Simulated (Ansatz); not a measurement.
# Ni: the cost of one run

Computed with Ansatz 0.2.0 (DFT r2SCAN, scalar-relativistic, plane waves, PAW, unless a step's input says otherwise).

## Step 1: Starting point

Symmetry: Im-3m, No. 229, cubic system. The conventional cell has a = 2.767 Å, b = 2.767 Å, c = 2.767 Å, α = 90.00°, β = 90.00°, γ = 90.00°. Ni (site symmetry m-3m) is surrounded by 8 Ni at 2.40 Å.

As a file:

```cif
data_structure
_symmetry_space_group_name_H-M 'Im-3m'
_symmetry_Int_Tables_number 229
_cell_length_a 2.7674
_cell_length_b 2.7674
_cell_length_c 2.7674
_cell_angle_alpha 90.000
_cell_angle_beta 90.000
_cell_angle_gamma 90.000
_cell_volume 21.19
loop_
_atom_site_label
_atom_site_type_symbol
_atom_site_symmetry_multiplicity
_atom_site_Wyckoff_symbol
_atom_site_fract_x
_atom_site_fract_y
_atom_site_fract_z
_atom_site_occupancy
Ni1 Ni 2 a 0.00000 0.00000 0.00000 1
```

(A quick probe on a coarse mesh, which set the mesh and smearing, is not shown.)

## Step 3: Relaxing cell and atoms

input.yaml

```yaml
crystal:
  lattice:
    - [-1.38371547, 1.38371547, 1.38371547]
    - [1.38371547, -1.38371547, 1.38371547]
    - [1.38371547, 1.38371547, -1.38371547]
  atoms:
    - { symbol: Ni, position: [0.0, 0.0, 0.0], spin: 0.78 }
basis:
  ecutwfc: 500
kpoints:
  mp_grid: { grid: [28, 28, 28] }
hamiltonian:
  xc: r2scan
scf:
  occupations: { method: gaussian, width: 0.1 }
output:
  forces: true
  stress: true
  eigenvalues: true
  populations: true
magnetization:
  spin_polarized: true
relax:
  adjacent_minimum: "off"
  f_tol: 0.01
  max_steps: 80
  cell: { stress_tol: 0.05 }
```

What time and memory should one allow on 1 thread of an Arm CPU, shared host?

About 2.2 min, with a peak of 0.53 GiB.
